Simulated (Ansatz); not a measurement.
# K+ with SiH₃F: superposition error and deformation

How much of this pair's binding is borrowed basis, and how much do the fragments pay to take the shapes they have in the pair?

Method: PBE0-D4 structures, single points in def2-TZVPPD; program: Ansatz 0.2.0, Gaussian basis.

Levels: PBE-D4, revPBE-D4, BLYP-D4, r2SCAN-D4, B97M-V, PBE0-D4, B3LYP-D4, HSE06-D4, wB97X-V, wB97M-V, B2PLYP, Hartree-Fock, MP2, CCSD, CCSD(T).

Correlated methods freeze the cores. The outer core shell of Li, Na, Mg and K is correlated. B3LYP uses VWN-RPA correlation. B2PLYP carries no dispersion term here.

129 further runs of the same task are left out: 129 set aside as unsound or not needed.

## 1. The system as given

The relaxed pair: 6 atoms, charge 1, spin multiplicity 1.

Atoms are counted from 1 here; the program's logs count them from 0.

Bond lengths: K1–F3 2.564 Å, Si2–F3 1.651 Å, Si2–H4 1.475 Å, Si2–H5 1.475 Å, Si2–H6 1.476 Å. Angles: F3–Si2–H4 105.5°, F3–Si2–H5 105.5°, F3–Si2–H6 105.5°, H4–Si2–H5 113.1°, H4–Si2–H6 113.1°, H5–Si2–H6 113.1°, K1–F3–Si2 179.9°.

Coordinates:

```xyz
6
FH3KSi
K    -0.08596    0.87143   -3.32134
Si    0.01954   -0.19799    0.75451
F    -0.02201    0.22225   -0.84185
H    -1.24767    0.29647    1.32617
H     1.20806    0.47734    1.30986
H     0.12803   -1.66939    0.77265
```

Atoms 1 to 1 are fragment A (K+), the rest fragment B (SiH₃F). From earlier runs, pair energy (eV) and counterpoise interaction (kcal/mol):

```tsv
method	E(pair)	interaction
PBE-D4	-26953.94238	-14.46
revPBE-D4	-26961.54417	-13.42
BLYP-D4	-26966.51339	-14.65
r2SCAN-D4	-26964.00150	-14.49
B97M-V	-26959.63695	-14.21
PBE0-D4	-26956.19075	-15.05
B3LYP-D4	-26968.06148	-15.41
HSE06-D4	-26955.66152	-15.04
wB97X-V	-26962.50700	-14.90
wB97M-V	-26964.69472	-14.80
B2PLYP	-26958.15518	-14.65
Hartree-Fock	-26919.11020	-14.75
MP2	-26933.75298	-14.39
CCSD(T)	-26935.00071	-14.44
```

First each fragment is run alone in its own basis, frozen in the shape it has in the pair (a, b).

## 2. wB97X-V/def2-TZVPPD

a/in.yaml reads:

```yaml
crystal:
  periodic: [false, false, false]
  atoms:
    - {symbol: K, position_ang: [-0.085957, 0.871427, -3.321336]}
basis:
  gaussian: {orbitals: "def2-TZVPPD.json"}
total_charge: 1
hamiltonian: {xc: {name: wB97X-V}}
```

b/in.yaml reads:

```yaml
crystal:
  periodic: [false, false, false]
  atoms:
    - {symbol: Si, position_ang: [0.019537, -0.197992, 0.754510]}
    - {symbol: F, position_ang: [-0.022012, 0.222247, -0.841851]}
    - {symbol: H, position_ang: [-1.247666, 0.296468, 1.326165]}
    - {symbol: H, position_ang: [1.208065, 0.477338, 1.309858]}
    - {symbol: H, position_ang: [0.128032, -1.669388, 0.772654]}
basis:
  gaussian: {orbitals: "def2-TZVPPD.json"}
hamiltonian: {xc: {name: wB97X-V}}
```

The basis file named in the input lies beside it (Basis Set Exchange, JSON).

One command serves all of them, each in its own folder.

The run is started by

```bash
ansatz run in.yaml --threads 2 --pin off --events-out ev --progress --plain --max-ram 5222MiB
```

Output in a:

```text
Functional definition: wB97X-V
  name "wB97X-V"
  cite "Mardirossian & Head-Gordon, Phys. Chem. Chem. Phys. 16, 9904 (2014) doi:10.1039/C3CP54374A"
  cite "Becke, J. Chem. Phys. 107, 8554 (1997) doi:10.1063/1.475007"
  cite "Vydrov & Van Voorhis, J. Chem. Phys. 133, 244103 (2010) doi:10.1063/1.3521275"
  parameter omega = 0.3/bohr
  parameter cx = 0.167
  parameter cx1 = 0.603
  parameter cx2 = 1.194
  parameter css0 = 0.556
  parameter css1 = -0.257
  parameter cos0 = 1.219
  parameter cos1 = -1.850
  parameter b = 6.0
  parameter c = 0.01
  exchange = spin_sum(e_x_unif_sr(omega)*poly(b97_u_x, 1 - cx, cx1, cx2)) + cx*exact_x_sr(omega) + exact_x_lr(omega)
  correlation = spin_sum(e_c_pw_same_spin*poly(b97_u_same, css0, css1))
      + integral(e_c_pw_opposite_spin*poly(b97_u_opposite, cos0, cos1)) + vv10(b, c)
294 factors; their error is unknown
80 factors; integrals over basis functions are off by at most 9.2e-5 eV
mean field evaluation 1: about -16317.7546 eV, gradient 5.6e-1 eV
mean field evaluation 2: about -16317.7547 eV, gradient 5.6e-1 eV
mean field evaluation 4: about -16317.7553 eV, gradient 1.1e-2 eV
mean field evaluation 8: about -16317.8030 eV, gradient 1.8e-4 eV
mean field -16317.80298627 eV, -599.6681991414 hartree, gradient 7.1e-6 eV, S^2 0.000000; 0 other end points of the search recorded, 0 dependent functions left out
reference -16317.80298498 eV, -599.6681990939 hartree; 9, 9 occupied and 27, 27 virtual orbitals, 294 factors
Total energy: -16317.80298498 eV, -599.6681990939 hartree
```

Output in b, cut to the lines that bear on the results:

```text
[... 5 set-up lines as earlier in the session ...]
[...]
      + integral(e_c_pw_opposite_spin*poly(b97_u_opposite, cos0, cos1)) + vv10(b, c)
689 factors; their error is unknown
200 factors; integrals over basis functions are off by at most 2.4e-5 eV
[...]
mean field -10644.04910613 eV, -391.1615898546 hartree, gradient 2.7e-5 eV, S^2 0.000000; 0 other end points of the search recorded, 0 dependent functions left out
reference -10644.04910401 eV, -391.1615897768 hartree; 13, 13 occupied and 126, 126 virtual orbitals, 689 factors
Total energy: -10644.04910401 eV, -391.1615897768 hartree
```

Times: 2.2 s (a), 7 s (b) on 2 threads of AMD EPYC, shared host.

## 3. wB97M-V/def2-TZVPPD

The same edit goes into each in.yaml of step 2 (a, b):

```diff
-hamiltonian: {xc: {name: wB97X-V}}
+hamiltonian: {xc: {name: wB97M-V}}
```

The same command starts each run, in its folder.

The run is started by

```bash
ansatz run in.yaml --threads 2 --pin off --events-out ev --progress --plain --max-ram 5222MiB
```

Output in a, cut to the lines that bear on the results:

```text
Functional definition: wB97M-V
  name "wB97M-V"
  cite "Mardirossian & Head-Gordon, J. Chem. Phys. 144, 214110 (2016) doi:10.1063/1.4952647"
[... 2 set-up lines as earlier in the session ...]
  # Of w^i u^j: cxij and so on, Table III.
[...]
  gx(w, u) = 1 - cx + cx01*u + cx10*w
  gss(w, u) = css00 + css04*u^4 + css10*w + css20*w^2 + css43*w^4*u^3
  gos(w, u) = cos00 + cos10*w + (cos20 + cos21*u)*w^2 + (cos60 + cos61*u)*w^6
[...]
      + integral(e_c_pw_mod_opposite_spin*gos(b97_w_opposite, b97_u_opposite)) + vv10(b, c)
294 factors; their error is unknown
80 factors; integrals over basis functions are off by at most 9.2e-5 eV
[...]
mean field -16319.33110416 eV, -599.7243564378 hartree, gradient 8.1e-6 eV, S^2 0.000000; 0 other end points of the search recorded, 0 dependent functions left out
reference -16319.33114010 eV, -599.7243577587 hartree; 9, 9 occupied and 27, 27 virtual orbitals, 294 factors
Total energy: -16319.33114010 eV, -599.7243577587 hartree
```

b printed, cut to the lines that bear on the results:

```text
[... 5 set-up lines as earlier in the session ...]
  # Of w^i u^j: cxij and so on, Table III.
[...]
  gx(w, u) = 1 - cx + cx01*u + cx10*w
  gss(w, u) = css00 + css04*u^4 + css10*w + css20*w^2 + css43*w^4*u^3
  gos(w, u) = cos00 + cos10*w + (cos20 + cos21*u)*w^2 + (cos60 + cos61*u)*w^6
[...]
      + integral(e_c_pw_mod_opposite_spin*gos(b97_w_opposite, b97_u_opposite)) + vv10(b, c)
684 factors; their error is unknown
200 factors; integrals over basis functions are off by at most 2.4e-5 eV
[...]
mean field -10644.71397077 eV, -391.1860231796 hartree, gradient 2.4e-5 eV, S^2 0.000000; 0 other end points of the search recorded, 0 dependent functions left out
reference -10644.71402308 eV, -391.1860251018 hartree; 13, 13 occupied and 126, 126 virtual orbitals, 684 factors
Total energy: -10644.71402308 eV, -391.1860251018 hartree
```

Times: 2.5 s (a), 7.5 s (b) on 2 threads of AMD EPYC, shared host.

## 4. B2PLYP/def2-TZVPPD

Each input of step 3 (a, b) changes in the same lines:

```diff
-hamiltonian: {xc: {name: wB97M-V}}
+hamiltonian: {xc: {name: B2PLYP}}
```

The same command starts each run, in its folder.

The run is started by

```bash
ansatz run in.yaml --threads 2 --pin off --events-out ev --progress --plain --max-ram 5222MiB
```

Log of a, cut to the lines that bear on the results:

```text
Functional definition: B2PLYP
  name "B2PLYP"
  cite "Grimme, J. Chem. Phys. 124, 034108 (2006) doi:10.1063/1.2148954"
  cite "Becke, Phys. Rev. A 38, 3098 (1988) doi:10.1103/PhysRevA.38.3098"
  cite "Lee, Yang & Parr, Phys. Rev. B 37, 785 (1988) doi:10.1103/PhysRevB.37.785"
[...]
206 factors; integrals over basis functions are off by at most 1.5e-4 eV
[...]
mean field -16314.67160316 eV, -599.5531229344 hartree, gradient 5.3e-6 eV, S^2 0.000000; 0 other end points of the search recorded, 0 dependent functions left out
5 core orbitals not correlated: weight in the atoms' cores, before any rotation towards them, 1.000 or more for the frozen orbitals, at most 0.000 for the correlated occupied ones
reference -16314.67168109 eV, -599.5531257983 hartree; 4, 4 occupied and 27, 27 virtual orbitals, 206 factors
second order -4.82704404 eV of doubles, -0.00000000 eV of singles
Total energy: -16315.97498298 eV, -599.6010212594 hartree
```

Output in b, cut to the lines that bear on the results:

```text
[... 5 set-up lines as earlier in the session ...]
[...]
796 factors; integrals over basis functions are off by at most 1.7e-3 eV
[...]
mean field -10638.13438349 eV, -390.9442278066 hartree, gradient 5.4e-6 eV, S^2 0.000000; 0 other end points of the search recorded, 0 dependent functions left out
6 core orbitals not correlated: weight in the atoms' cores, before any rotation towards them, 1.000 or more for the frozen orbitals, at most 0.000 for the correlated occupied ones
reference -10638.13453210 eV, -390.9442332681 hartree; 7, 7 occupied and 126, 126 virtual orbitals, 796 factors
second order -12.56536209 eV of doubles, -0.00000000 eV of singles
Total energy: -10641.52717986 eV, -391.0689107738 hartree
```

They took 0.91 s (a), 4.2 s (b) on 2 threads of AMD EPYC, shared host.

## 5. B97M-V/def2-TZVPPD

Each input of step 4 (a, b) changes in the same lines:

```diff
-hamiltonian: {xc: {name: B2PLYP}}
+hamiltonian: {xc: {name: B97M-V}}
```

The same command starts each run, in its folder.

The run is started by

```bash
ansatz run in.yaml --threads 2 --pin off --events-out ev --progress --plain --max-ram 5222MiB
```

a printed, cut to the lines that bear on the results:

```text
Functional definition: B97M-V
  name "B97M-V"
  cite "Mardirossian & Head-Gordon, J. Chem. Phys. 142, 074111 (2015) doi:10.1063/1.4907719"
[... 2 set-up lines as earlier in the session ...]
  # Of w^i u^j: cxij and so on, Table III.
[...]
  gx(w, u) = cx00 + cx01*u + cx02*u^2 + (cx10 + cx11*u)*w
  gss(w, u) = css00 + css02*u^2 + css10*w + (css32*w^3 + css42*w^4)*u^2
  gos(w, u) = cos00 + cos01*u + cos03*u^3 + cos10*w + cos32*w^3*u^2
[...]
      + integral(e_c_pw_mod_opposite_spin*gos(b97_w_opposite, b97_u_opposite)) + vv10(b, c)
286 factors; their error is unknown
[...]
mean field -16315.86215186 eV, -599.5968747921 hartree, gradient 7.4e-6 eV, S^2 0.000000; 0 other end points of the search recorded, 0 dependent functions left out
reference -16315.86217914 eV, -599.5968757948 hartree; 9, 9 occupied and 27, 27 virtual orbitals, 286 factors
Total energy: -16315.86217914 eV, -599.5968757948 hartree
```

Output in b, cut to the lines that bear on the results:

```text
[... 5 set-up lines as earlier in the session ...]
  # Of w^i u^j: cxij and so on, Table III.
[...]
  gx(w, u) = cx00 + cx01*u + cx02*u^2 + (cx10 + cx11*u)*w
  gss(w, u) = css00 + css02*u^2 + css10*w + (css32*w^3 + css42*w^4)*u^2
  gos(w, u) = cos00 + cos01*u + cos03*u^3 + cos10*w + cos32*w^3*u^2
[...]
      + integral(e_c_pw_mod_opposite_spin*gos(b97_w_opposite, b97_u_opposite)) + vv10(b, c)
679 factors; their error is unknown
[...]
mean field -10643.15191109 eV, -391.1286185452 hartree, gradient 3.1e-5 eV, S^2 0.000000; 0 other end points of the search recorded, 0 dependent functions left out
reference -10643.15197348 eV, -391.1286208380 hartree; 13, 13 occupied and 126, 126 virtual orbitals, 679 factors
Total energy: -10643.15197348 eV, -391.1286208380 hartree
```

Wall times: 2 s (a), 7 s (b) on 2 threads of AMD EPYC, shared host.

## 6. CCSD(T)/def2-TZVPPD

The same edit goes into each in.yaml of step 5 (a, b):

```diff
-hamiltonian: {xc: {name: B97M-V}}
+correlation: {method: ccsd_t}
```

Each run has its own folder and the same command.

The run is started by

```bash
ansatz run in.yaml --threads 2 --pin off --events-out ev --progress --plain --max-ram 5222MiB
```

a printed, cut to the lines that bear on the results:

```text
Functional definition: HF
  name "HF"
  cite "Fock, Z. Phys. 61, 126 (1930) doi:10.1007/BF01340294"
  parent pbe
[...]
206 factors; integrals over basis functions are off by at most 1.5e-4 eV
[...]
mean field -16299.78475555 eV, -599.0060413757 hartree, gradient 2.4e-6 eV, S^2 0.000000; 0 other end points of the search recorded, 0 dependent functions left out
5 core orbitals not correlated: weight in the atoms' cores, before any rotation towards them, 1.000 or more for the frozen orbitals, at most 0.000 for the correlated occupied ones
reference -16299.78475555 eV, -599.0060413757 hartree; 4, 4 occupied and 27, 27 virtual orbitals, 206 factors
second order -4.10192687 eV of doubles, -0.00000000 eV of singles
cycle   1  -4.37575725 eV  change   -2.7e-1 eV  update   1.9e-2
[...]
cycle   6  -4.41654992 eV  change   -2.0e-6 eV  update   3.3e-6
perturbative correction -0.04592391 eV, -0.0016876725 hartree
Total energy: -16304.24722939 eV, -599.1700342643 hartree
```

b printed, cut to the lines that bear on the results:

```text
[... 4 set-up lines as earlier in the session ...]
[...]
796 factors; integrals over basis functions are off by at most 1.7e-3 eV
[...]
mean field -10618.68154183 eV, -390.2293490615 hartree, gradient 2.4e-6 eV, S^2 0.000000; 0 other end points of the search recorded, 0 dependent functions left out
6 core orbitals not correlated: weight in the atoms' cores, before any rotation towards them, 1.000 or more for the frozen orbitals, at most 0.000 for the correlated occupied ones
reference -10618.68154183 eV, -390.2293490615 hartree; 7, 7 occupied and 126, 126 virtual orbitals, 796 factors
second order -10.52007986 eV of doubles, -0.00000000 eV of singles
cycle   1  -10.76397676 eV  change   -2.4e-1 eV  update   7.5e-2
[...]
cycle   9  -11.10224206 eV  change   -2.9e-6 eV  update   7.3e-6
perturbative correction -0.29938308 eV, -0.0110021253 hartree
Total energy: -10630.08316698 eV, -390.6483510572 hartree
```

Times: 0.4 s (a), 8.5 s (b) on 2 threads of AMD EPYC, shared host; peak memory 0.58 GiB.

## 7. Relaxing SiH₃F alone

relax-b/in.yaml reads:

```yaml
crystal:
  periodic: [false, false, false]
  atoms:
    - {symbol: Si, position_ang: [0.019537, -0.197992, 0.754510]}
    - {symbol: F, position_ang: [-0.022012, 0.222247, -0.841851]}
    - {symbol: H, position_ang: [-1.247666, 0.296468, 1.326165]}
    - {symbol: H, position_ang: [1.208065, 0.477338, 1.309858]}
    - {symbol: H, position_ang: [0.128032, -1.669388, 0.772654]}
basis:
  gaussian: {orbitals: def2-TZVP}
hamiltonian: {xc: pbe0, dispersion: d4}
relax: {f_tol: 0.005, max_steps: 200}
```

The run is started by

```bash
ansatz run in.yaml --threads 2 --pin off --events-out ev --progress --plain --max-ram 5222MiB
```

The program printed, cut to the lines that bear on the results:

```text
Functional definition: PBE0
  name "PBE0"
  cite "Adamo & Barone, J. Chem. Phys. 110, 6158 (1999) doi:10.1063/1.478522"
  cite "Perdew, Burke & Ernzerhof, Phys. Rev. Lett. 77, 3865 (1996) doi:10.1103/PhysRevLett.77.3865"
[... 1 set-up line as earlier in the session ...]
[...]
556 factors; their error is unknown
[...]
mean field -10640.09217139 eV, -391.0161751850 hartree, gradient 5.0e-5 eV, S^2 0.000000; 0 other end points of the search recorded, 0 dependent functions left out
[...]
reference -10640.09219586 eV, -391.0161760844 hartree; 13, 13 occupied and 73, 73 virtual orbitals, 556 factors
relax step   1: F+E_penalty+E_count = -10640.13045128 eV  Δ(F+E_penalty+E_count) = +0.000e0 eV  max|allowed force component| = 1.879e0 eV/Å  Δτ_max = 0.0000 Å  (22 SCF iters, accepted)
[...]
556 factors; their error is unknown
mean field -10640.14967702 eV, -391.0182884779 hartree, gradient 2.5e-5 eV, S^2 0.000000; 1 other end points of the search recorded, 0 dependent functions left out
[...]
reference -10640.14970143 eV, -391.0182893749 hartree; 13, 13 occupied and 73, 73 virtual orbitals, 556 factors
Total energy: -10640.18814781 eV, -391.0197022535 hartree
Atom 0 at     0.018206    -0.184541     0.703295 Å, force    -0.000008     0.000078    -0.000357 eV/Å
Atom 1 at    -0.022055     0.222705    -0.843368 Å, force     0.000005    -0.000047     0.000198 eV/Å
Atom 2 at    -1.233633     0.285519     1.341702 Å, force    -0.000044     0.000015     0.000060 eV/Å
Atom 3 at     1.195994     0.464466     1.325568 Å, force     0.000042     0.000022     0.000060 eV/Å
Atom 4 at     0.127445    -1.659476     0.794139 Å, force     0.000005    -0.000069     0.000039 eV/Å
Dipole moment:     0.006651    -0.067268     0.255480 e Å
```

It took 9 s on 2 threads of AMD EPYC, shared host.

Relaxation path:

```tsv
step	energy from step 1 (eV)	largest force component (eV/Å)
1	0.0000	1.8785
2	-0.0402	1.0260
3	-0.0546	0.4463
4	-0.0577	0.0117
5	-0.0577	0.0004
```

Distances of close pairs at the start and the end, largest changes first:

```tsv
bond	before (Å)	after (Å)	change (Å)
Si1–F2	1.651	1.600	-0.051
Si1–H3	1.475	1.482	+0.006
Si1–H4	1.475	1.482	+0.006
Si1–H5	1.476	1.482	+0.006
```

## 8. PBE-D4/def2-TZVPPD

free-b/in.yaml reads:

```yaml
crystal:
  periodic: [false, false, false]
  atoms:
    - {symbol: Si, position_ang: [0.018206, -0.184541, 0.703295]}
    - {symbol: F, position_ang: [-0.022055, 0.222705, -0.843368]}
    - {symbol: H, position_ang: [-1.233633, 0.285519, 1.341702]}
    - {symbol: H, position_ang: [1.195994, 0.464466, 1.325568]}
    - {symbol: H, position_ang: [0.127445, -1.659476, 0.794139]}
basis:
  gaussian: {orbitals: "def2-TZVPPD.json"}
hamiltonian: {xc: pbe, dispersion: d4}
```

The run is started by

```bash
ansatz run in.yaml --threads 2 --pin off --events-out ev --progress --plain --max-ram 5222MiB
```

The program printed:

```text
Functional definition: PBE
  name "PBE"
[... 2 set-up lines as earlier in the session ...]
  parameter kappa = 0.804
  parameter beta = 0.06672455060314922
  exchange = pbe_x(kappa = kappa, mu = beta*pi^2/3)
  correlation = pbe_c(beta = beta)
679 factors; their error is unknown
mean field evaluation 1: about -10637.4443 eV, gradient 3.4e1 eV
mean field evaluation 2: about -10632.4038 eV, gradient 7.1e1 eV
mean field evaluation 4: about -10639.3132 eV, gradient 1.1e0 eV
mean field evaluation 8: about -10639.3012 eV, gradient 3.8e-2 eV
mean field -10639.30117462 eV, -390.9871065899 hartree, gradient 3.3e-5 eV, S^2 0.000000; 0 other end points of the search recorded, 0 dependent functions left out
reference -10639.30121694 eV, -390.9871081452 hartree; 13, 13 occupied and 126, 126 virtual orbitals, 679 factors
Total energy: -10639.34815996 eV, -390.9888332693 hartree
```

It took 2.4 s on 2 threads of AMD EPYC, shared host.

## 9. r2SCAN-D4/def2-TZVPPD

free-b/in.yaml: that of step 8 with these lines changed.

```diff
@@ -10,2 +10,2 @@
   gaussian: {orbitals: "def2-TZVPPD.json"}
-hamiltonian: {xc: pbe, dispersion: d4}
+hamiltonian: {xc: r2scan, dispersion: d4}
```

The run is started by

```bash
ansatz run in.yaml --threads 2 --pin off --events-out ev --progress --plain --max-ram 5222MiB
```

The program printed:

```text
Functional definition: r2SCAN
  name "r2SCAN"
  cite "Furness, Kaplan, Ning, Perdew & Sun, J. Phys. Chem. Lett. 11, 8208 (2020) doi:10.1021/acs.jpclett.0c02405"
  cite "Furness, Kaplan, Ning, Perdew & Sun, J. Phys. Chem. Lett. 11, 9248 (2020) doi:10.1021/acs.jpclett.0c03077"
  parent r2scan
  parameter k0 = 0.174
  parameter k1 = 0.065
  parameter a1 = 4.9479
  exchange = r2scan_x(k0 = k0, k1 = k1, a1 = a1)
  correlation = r2scan_c
679 factors; their error is unknown
mean field evaluation 1: about -10642.8362 eV, gradient 3.3e1 eV
mean field evaluation 2: about -10639.7604 eV, gradient 5.8e1 eV
mean field evaluation 4: about -10644.3560 eV, gradient 8.3e-1 eV
mean field evaluation 8: about -10644.3422 eV, gradient 2.5e-1 eV
mean field evaluation 16: about -10644.3423 eV, gradient 2.2e-5 eV
mean field -10644.34230638 eV, -391.1723647650 hartree, gradient 2.2e-5 eV, S^2 0.000000; 0 other end points of the search recorded, 0 dependent functions left out
reference -10644.34232014 eV, -391.1723652707 hartree; 13, 13 occupied and 126, 126 virtual orbitals, 679 factors
Total energy: -10644.35283885 eV, -391.1727518262 hartree
```

Wall time 3.7 s (2 threads of AMD EPYC, shared host).

## 10. PBE0-D4/def2-TZVPPD

free-b/in.yaml: that of step 9 with these lines changed.

```diff
@@ -10,2 +10,3 @@
   gaussian: {orbitals: "def2-TZVPPD.json"}
-hamiltonian: {xc: r2scan, dispersion: d4}
+hamiltonian: {xc: pbe0, dispersion: d4}
+output: {orbitals: {seedname: orbitals}}
```

The run is started by

```bash
ansatz run in.yaml --threads 2 --pin off --events-out ev --progress --plain --max-ram 5222MiB
```

The program printed, cut to the lines that bear on the results:

```text
[... 5 set-up lines as earlier in the session ...]
  parameter a = 0.25
[... 2 set-up lines as earlier in the session ...]
  exchange = (1 - a)*pbe_x(kappa = kappa, mu = beta*pi^2/3) + a*exact_x
[... 1 set-up line as earlier in the session ...]
696 factors; their error is unknown
mean field evaluation 1: about -10638.8945 eV, gradient 3.0e1 eV
mean field evaluation 2: about -10637.1373 eV, gradient 4.8e1 eV
mean field evaluation 4: about -10640.1642 eV, gradient 4.5e-1 eV
mean field evaluation 8: about -10640.1886 eV, gradient 7.0e-3 eV
mean field -10640.18858749 eV, -391.0197184114 hartree, gradient 1.1e-5 eV, S^2 0.000000; 0 other end points of the search recorded, 0 dependent functions left out
reference -10640.18861939 eV, -391.0197195835 hartree; 13, 13 occupied and 126, 126 virtual orbitals, 696 factors
Total energy: -10640.22706577 eV, -391.0211324621 hartree
```

Wall time 3.2 s (2 threads of AMD EPYC, shared host).

## 11. B3LYP-D4/def2-TZVPPD

free-b/in.yaml: that of step 10 with these lines changed.

```diff
@@ -10,3 +10,2 @@
   gaussian: {orbitals: "def2-TZVPPD.json"}
-hamiltonian: {xc: pbe0, dispersion: d4}
-output: {orbitals: {seedname: orbitals}}
+hamiltonian: {xc: {name: B3LYP}, dispersion: d4}
```

The run is started by

```bash
ansatz run in.yaml --threads 2 --pin off --events-out ev --progress --plain --max-ram 5222MiB
```

The program printed, cut to the lines that bear on the results:

```text
Functional definition: B3LYP
  name "B3LYP"
  cite "Stephens, Devlin, Chabalowski & Frisch, J. Phys. Chem. 98, 11623 (1994) doi:10.1021/j100096a001"
[... 2 set-up lines as earlier in the session ...]
  cite "Vosko, Wilk & Nusair, Can. J. Phys. 58, 1200 (1980) doi:10.1139/p80-159"
[...]
689 factors; their error is unknown
[...]
mean field -10647.04010916 eV, -391.2715071887 hartree, gradient 1.0e-5 eV, S^2 0.000000; 0 other end points of the search recorded, 0 dependent functions left out
reference -10647.04033849 eV, -391.2715156165 hartree; 13, 13 occupied and 126, 126 virtual orbitals, 689 factors
Total energy: -10647.11669447 eV, -391.2743216470 hartree
```

Wall time 3.1 s (2 threads of AMD EPYC, shared host).

(Part 1 of 2 ends here.)
